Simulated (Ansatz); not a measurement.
# H₇N₂PSn: how energies converge with the basis set

How large a basis does H₇N₂PSn need? Two functionals are run in growing sets.

The runs use Ansatz 0.2.0, Gaussian basis; one geometry, several basis sets.

Plan: PBE0-D4/def2-SVP; ωB97M-V/def2-SVP; PBE0-D4/def2-QZVPP; ωB97M-V/def2-QZVPP; the functionals' def2-TZVPP values are taken from earlier runs.

**1. The relaxed structure**

All runs share one geometry, relaxed beforehand with PBE0-D4 in a triple-zeta def2 set. Sn takes the def2 core potential; no spin-orbit term is included.

SMILES `N[P](N)[SnH3]`, 11 atoms, charge 0, spin multiplicity 1.

Atoms are counted from 1 here; the program's logs count them from 0.

Bond lengths: N1–P2 1.705 Å, N1–H5 1.010 Å, N1–H6 1.009 Å, P2–N3 1.705 Å, P2–Sn4 2.504 Å, N3–H7 1.009 Å, N3–H8 1.010 Å, Sn4–H9 1.707 Å, Sn4–H10 1.707 Å, Sn4–H11 1.721 Å. Angles: P2–N1–H5 121.5°, P2–N1–H6 115.8°, H5–N1–H6 111.7°, N1–P2–N3 110.9°, N1–P2–Sn4 96.9°, N3–P2–Sn4 96.9°, P2–N3–H7 115.8°, P2–N3–H8 121.4°, H7–N3–H8 111.7°, P2–Sn4–H9 111.2°, P2–Sn4–H10 111.1°, P2–Sn4–H11 108.5°, H9–Sn4–H10 109.3°, H9–Sn4–H11 108.3°, H10–Sn4–H11 108.4°.

As a file:

```xyz
11
charge 0, multiplicity 1
N    -1.1891    1.1240    0.7086
P    -0.8248   -0.5305    0.5191
N     0.5640   -0.9550    1.4121
Sn    0.2977   -0.3395   -1.7112
H    -0.4760    1.8338    0.6230
H    -1.8517    1.3466    1.4359
H     0.3958   -1.3172    2.3384
H     1.4035   -0.3949    1.3771
H    -0.7880    0.2248   -2.9016
H     0.9460   -1.8400   -2.2034
H     1.5882    0.7910   -1.5774
```

**2. PBE0-D4 in def2-SVP**

The input, in.yaml:

```yaml
crystal:
  periodic: [false, false, false]
  atoms:
    - {symbol: N, position_ang: [-1.189106, 1.124015, 0.708609]}
    - {symbol: P, position_ang: [-0.824812, -0.530469, 0.519106]}
    - {symbol: N, position_ang: [0.564028, -0.955002, 1.412072]}
    - {symbol: Sn, position_ang: [0.297674, -0.339535, -1.711210]}
    - {symbol: H, position_ang: [-0.476039, 1.833767, 0.623017]}
    - {symbol: H, position_ang: [-1.851707, 1.346568, 1.435901]}
    - {symbol: H, position_ang: [0.395773, -1.317240, 2.338409]}
    - {symbol: H, position_ang: [1.403480, -0.394911, 1.377122]}
    - {symbol: H, position_ang: [-0.787989, 0.224777, -2.901605]}
    - {symbol: H, position_ang: [0.946006, -1.840034, -2.203448]}
    - {symbol: H, position_ang: [1.588194, 0.790965, -1.577372]}
basis:
  gaussian: {orbitals: def2-SVP}
hamiltonian: {xc: pbe0, dispersion: d4}
output: {orbitals: {seedname: orbitals}}
```

After this run come: ωB97M-V in def2-SVP; PBE0-D4 in def2-QZVPP; ωB97M-V in def2-QZVPP.

Before running them: what should the planned runs give, taken together? Wanted: PBE0-D4: double and triple zeta above quadruple; ωB97M-V: double and triple zeta above quadruple.

As calculated:

| quantity | value |
| --- | --- |
| PBE0-D4: double and triple zeta above quadruple | 7.96, 0.55 eV |
| ωB97M-V: double and triple zeta above quadruple | 8.14, 0.53 eV |

In words: PBE0-D4 gains 7.41 eV from double to triple zeta, then 0.55 eV more. These are total energies; as a rule much of such shifts cancels in differences, which this series doesn't test. The LUMO of ωB97M-V is positive and keeps falling with the basis (2.06 to 1.15 eV): an unbound level that the basis holds in place.
